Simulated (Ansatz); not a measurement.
Input of an Ansatz 0.2.0 run:

File input.yaml:

```yaml
crystal:
  lattice:
    - [2.71824, 0.0, 0.0]
    - [0.0, 2.71824, 0.0]
    - [0.0, 0.0, 3.23621]
  atoms:
    - { symbol: Ga, position: [0.5, 0.5, 0.5] }
    - { symbol: B, position: [0.0, 0.0, 0.0] }
kpoints:
  mp_grid: { grid: [10, 10, 8] }
scf:
  occupations: { method: fermi_dirac, width: 0.05 }
hamiltonian:
  xc: pbe
  pseudopotentials: { kind: all_electron, datasets: crystal }
output:
  forces: true
  stress: true
  eigenvalues: true
  dos: { projected: false, de: 0.2, e_range: [-10, 10] }
```

Potentials or basis: all-electron PAW datasets made for the crystal.

The run is started by

```sh
$ ansatz run input.yaml --threads 1 --pin off --max-ram 3072MiB --backend cpu --events-out ev --progress --plain --runs-dir out
```

Q: Estimate the band gap on the k mesh.

A: None (metal or under the smearing width).

Q: What does it give for the pressure?

A: 0.0 GPa.

Stress tensor (GPa, compression positive):
```
 0.22  0.00  0.00
 0.00  0.22  0.00
 0.00  0.00 -0.59
```

Caveat: the program warned that the printed levels may be off, so bands, gaps and densities of states are rough; the density of states is complete only up to the lowest level of the last band computed.
